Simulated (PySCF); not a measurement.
# HO2Pb (Pb(O)(OH)-): the cost of one run

Program: PySCF 2.14.0. Level of theory: several levels, as the steps say, no spin–orbit coupling. These are calculated values, not measurements.

1 further run of the same task is left out (for a known fault of the program).

### 1 The system as given

4 atoms, charge -1, spin multiplicity 1.

Bond lengths: Pb1–O2 1.976 Å, Pb1–O3 2.224 Å, O3–H4 0.966 Å. Angles: O2–Pb1–O3 102.1°, Pb1–O3–H4 101.6°.

Coordinates:

```xyz
4
HO2Pb
Pb   -0.1647    0.0094   -0.3748
O     1.4520   -0.0093    0.7616
O    -1.7963    0.0344    1.1365
H    -2.5818    0.0546    0.5748
```

Formal oxidation states: Pb +2. An earlier session relaxed this geometry at PBE0, Pb def2-SVP with ECP60, O def2-SVP, H def2-SVP (singlet, point group Cs).

At PBE0 on the finer grid: E = -343.637583 Eh, HOMO -0.23 eV, LUMO 3.89 eV, Mulliken charge on Pb1 +0.21 e, largest force component 0.012 eV/Å. 

Levels to run: wB97X; HF; PBE0, TZVP. Hardware: 2 threads of Intel Xeon Platinum 8375C at 2.90GHz (Ice Lake), shared host.

### 2 wB97X

run.py (the lines that set the calculation) reads:

```python
mol = gto.M(atom='''
Pb    -0.16470     0.00937    -0.37483
O      1.45199    -0.00930     0.76157
O     -1.79631     0.03438     1.13653
H     -2.58182     0.05464     0.57480''',
    basis={'Pb': 'def2-SVP', 'O': 'def2-SVP', 'H': 'def2-SVP'},
    ecp={'Pb': 'def2-SVP'},
    charge=-1, spin=0)
mf = dft.RKS(mol, xc='WB97X')
mf.grids.atom_grid = (75, 302)
mf = mf.density_fit()  # fitting sets: Pb def2-universal-JKFIT, O def2-universal-JKFIT, H def2-universal-JKFIT
mf.conv_tol = 1e-08; mf.max_cycle = 55
mf.kernel(dm0)  # dm0: the density of the relaxed state
```

The run is started by

```sh
$ OMP_NUM_THREADS=2 python run.py
```

**Question.** How long does this run take on 2 threads of Intel Xeon Platinum 8375C at 2.90GHz (Ice Lake), shared host?

About 2.1 s.
